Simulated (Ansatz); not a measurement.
# GaF3: small, medium and large basis sets

One table from this session's results is given with a row withheld; the runs are named, their logs left out.

Program: Ansatz 0.2.0, Gaussian basis. Level of theory: one geometry, several basis sets. These are calculated values, not measurements.

The runs, in order: PBE0-D4/def2-SVP; ωB97M-V/def2-SVP; PBE0-D4/def2-QZVPP; ωB97M-V/def2-QZVPP; the functionals' def2-TZVPP values are taken from earlier runs.

## The geometry

All runs share one geometry, relaxed beforehand with PBE0-D4 in a triple-zeta def2 set.

SMILES `[F][Ga]([F])[F]`, 4 atoms, charge 0, spin multiplicity 1.

Atoms are counted from 1 here; the program's logs count them from 0.

Bond lengths: F1–Ga2 1.724 Å, Ga2–F3 1.724 Å, Ga2–F4 1.724 Å. Angles: F1–Ga2–F3 120.0°, F1–Ga2–F4 120.0°, F3–Ga2–F4 120.0°.

Geometry (Å):

```mol
F3Ga
  3D, bonds by distance, orders not assigned

  4  3  0  0  0  0  0  0  0  0999 V2000
   -0.0487   -1.6101    0.6459 F   0  0
    0.0138   -0.0150   -0.0052 Ga  0  0
    0.9641    1.1958    0.7713 F   0  0
   -0.8738    0.3691   -1.4324 F   0  0
  1  2  8  0
  2  3  8  0
  2  4  8  0
M  END
```

Set-up of the first run:

in.yaml

```yaml
crystal:
  periodic: [false, false, false]
  atoms:
    - {symbol: F, position_ang: [-0.048673, -1.610127, 0.645938]}
    - {symbol: Ga, position_ang: [0.013827, -0.015025, -0.005201]}
    - {symbol: F, position_ang: [0.964113, 1.195796, 0.771305]}
    - {symbol: F, position_ang: [-0.873768, 0.369056, -1.432440]}
basis:
  gaussian: {orbitals: def2-SVP}
hamiltonian: {xc: pbe0, dispersion: d4}
output: {orbitals: {seedname: orbitals}}
```

Run with:

```
> ansatz run in.yaml --threads 4 --pin off --events-out ev --progress --plain --max-ram 10444MiB
```

Among the steps run: PBE0-D4 in def2-SVP; ωB97M-V in def2-SVP; PBE0-D4 in def2-QZVPP; ωB97M-V in def2-QZVPP.

One of the session's tables, all rows but one given; the rest of the session is left out.

It belongs to the step «Density functionals: the series». 

```
functional       basis  HOMO (eV)  LUMO (eV)
   PBE0-D4    def2-SVP     -11.50      -2.25
   PBE0-D4  def2-TZVPP     -11.77      -2.34
   PBE0-D4  def2-QZVPP     -11.83      -2.44
   ωB97M-V    def2-SVP          ?          ?
   ωB97M-V  def2-TZVPP     -14.31      -0.36
   ωB97M-V  def2-QZVPP     -14.39      -0.59
```

Q: Estimate the row for ωB97M-V, def2-SVP from the others.

The run gave: HOMO (eV): -14.00; LUMO (eV): -0.26. In the column «HOMO (eV)» it lies between ωB97M-V, def2-TZVPP (-14.31) and PBE0-D4, def2-QZVPP (-11.83).
